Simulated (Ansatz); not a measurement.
Pm2O3 in a box, plane waves

Ansatz 0.2.0, DFT PBE, scalar-relativistic, plane waves, PAW, molecule in a box. The geometry was relaxed with Gaussian bases (B3LYP; Pm lcecp-1-SVP with ECP50, O def2-SVP).

```yaml
crystal:
  lattice:
    - [11.35, 0.0, 0.0]
    - [0.0, 11.72, 0.0]
    - [0.0, 0.0, 11.91]
  atoms:
    - { symbol: Pm, position: [0.46563789, 0.49996843, 0.62255164], spin: 4.0 }
    - { symbol: Pm, position: [0.46563789, 0.49996843, 0.37783375], spin: 4.0 }
    - { symbol: O, position: [0.60396035, 0.49996758, 0.50019312] }
    - { symbol: O, position: [0.39647665, 0.61597782, 0.50019312] }
    - { symbol: O, position: [0.39647577, 0.38395904, 0.50019312] }
basis:
  ecutwfc: 600
  ecutrho_ratio: 5
kpoints:
  mp_grid: { grid: [1, 1, 1] }
hamiltonian:
  xc: pbe
scf:
  occupations: { method: gaussian, width: 0.01 }
output:
  forces: true
  eigenvalues: true
  populations: true
  hubbard: { sites: [{ species: Pm, l: f }] }
magnetization:
  spin_polarized: true
```

Command:
```sh
ansatz run input.yaml --threads 2 --pin off --max-ram 5120MiB --backend cpu --events-out ev --progress --plain --runs-dir out
```
It took 4.2 min on 2 threads of Arm Neoverse V1, on a shared host, peak memory 4.5 GiB.

(1) How does the SCF go?

(2) Which levels lie next to the highest filled one (eV, counted from it)?

(3) How is the f shell of Pm1 filled?

(4) How is the f shell of Pm2 filled?

(5) What forces are left at this geometry, relaxed with Gaussian bases (eV/Å)?

The open shells may stand above their lowest state.

The forces come from the other functional as well as from the basis.

An lcecp potential fixes the number of 4f electrons, so in runs with it no electron can move into or out of that shell.

## Answers

(1) 
```
SCF iter   1: F=—  HF=-17264.796483 eV  |F-HF|=—  |Δ(HF+E_count)|=         —  Δρ=3.49e-2 (↑3.49e-2 ↓2.13e-2)
Mixer restart at iter 1: flushing history
preconditioner: auto → none  [metal: Δε(μ)=0.007 eV  Ē_g=6.401 eV  σ=0.010 eV  W_gap=0.35  n_scr=84 (ndim 8)  ℏωp=4.8 eV  f_vac=0.
SCF iter   2: F=—  HF=-17255.287113 eV  |F-HF|=—  |Δ(HF+E_count)|=         —  Δρ=2.58e-2 (↑2.58e-2 ↓7.56e-3)
Mixer restart at iter 2: flushing history
...
SCF iter  42: F=—  HF=-17252.253878 eV  |F-HF|=—  |Δ(HF+E_count)|=   1.52e-6  Δρ=9.43e-6 (↑9.43e-6 ↓4.70e-7)
SCF iter  43: F=—  HF=-17252.253879 eV  |F-HF|=—  |Δ(HF+E_count)|=   1.34e-6  Δρ=4.71e-6 (↑4.71e-6 ↓1.00e-6)
SCF iter  44: F=—  HF=-17252.253879 eV  |F-HF|=—  |Δ(HF+E_count)|=   2.36e-8  Δρ=3.43e-6 (↑3.43e-6 ↓1.76e-6)
SCF iter  45: F=—  HF=-17252.253880 eV  |F-HF|=—  |Δ(HF+E_count)|=   5.37e-8  Δρ=2.48e-6 (↑2.48e-6 ↓7.29e-7)
SCF iter  46: F=-17252.253880 eV  HF=-17252.253880 eV  |F-HF|=3.36e-8  |Δ(HF+E_count)|=   1.68e-8  Δρ=2.06e-6 (↑2.06e-6 ↓2.99e-7)
```

(2) Filled: -0.73, -0.73, -0.44, -0.22, -0.18, -0.18, -0.16, -0.15, -0.15, 0.00. Empty: 0.66, 0.74, 0.74, 0.94, 0.94, 0.95, 2.02, 2.17.

(3) Natural occupations, full = 1; up: 0.09, 0.09, 0.12, 0.98, 0.98, 0.98, 0.99; down: 0.00, 0.02, 0.02, 0.03, 0.03, 0.05, 0.05; in all 4.43 e.

(4) Natural occupations, full = 1; up: 0.09, 0.09, 0.12, 0.98, 0.98, 0.98, 0.99; down: 0.00, 0.02, 0.02, 0.03, 0.03, 0.05, 0.05; in all 4.43 e.

(5) 
```
Pm  -0.01  0.00 -0.83
Pm  -0.01  0.00  0.83
O   -0.79  0.00  0.00
O    0.40 -0.69  0.00
O    0.40  0.69  0.00
```
